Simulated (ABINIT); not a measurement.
AgRh:

```
Ag Rh
1.0
     2.77759    0.00000    0.00000
    -1.38879    2.40546    0.00000
     0.00000    0.00000    4.80860
Ag Rh
1 1
Cartesian
  0.0000 0.0000 2.4043
  1.3888 0.8018 0.0000
```

The cell comes from a database or a generator and needn't be the stable form of this composition.

```yaml
Program: ABINIT 10.8.3 (patched build)
Task: relaxation of cell and atoms
Functional: LDA
Potentials_or_basis: JTH PAW LDA v2.0
Cutoff: 463 eV
k_mesh: 11 × 11 × 6
Occupations: fermi-dirac, width 0.05 eV
Spin: no spin polarisation
```

At the start: pressure -15.5 GPa; volume 16.06 Å³/atom.

Where does the relaxation end?

Over 6 steps the energy falls by 77.6 meV/atom and the volume is 14.61 Å³/atom (-9.0 %); space group P-6m2 (No. 187, to 0.05 Å).

Step by step:
```csv
step,energy change (eV),largest force (eV/Å),pressure (GPa),volume (Å³)
1,0.0000,0.0000,-15.46,32.13
2,-0.1144,0.0000,-8.66,30.63
3,-0.1523,0.0000,2.08,28.97
4,-0.1545,0.0000,-0.14,29.26
5,-0.1548,0.0000,-0.13,29.26
6,-0.1552,0.0000,0.01,29.22
```

Final structure:
```
Ag Rh
1.0
     2.70023    0.00000    0.00000
    -1.35011    2.33846    0.00000
     0.00000    0.00000    4.62796
Ag Rh
1 1
Direct
  0.00000 0.00000 0.50000
  0.66667 0.33333 0.00000
```
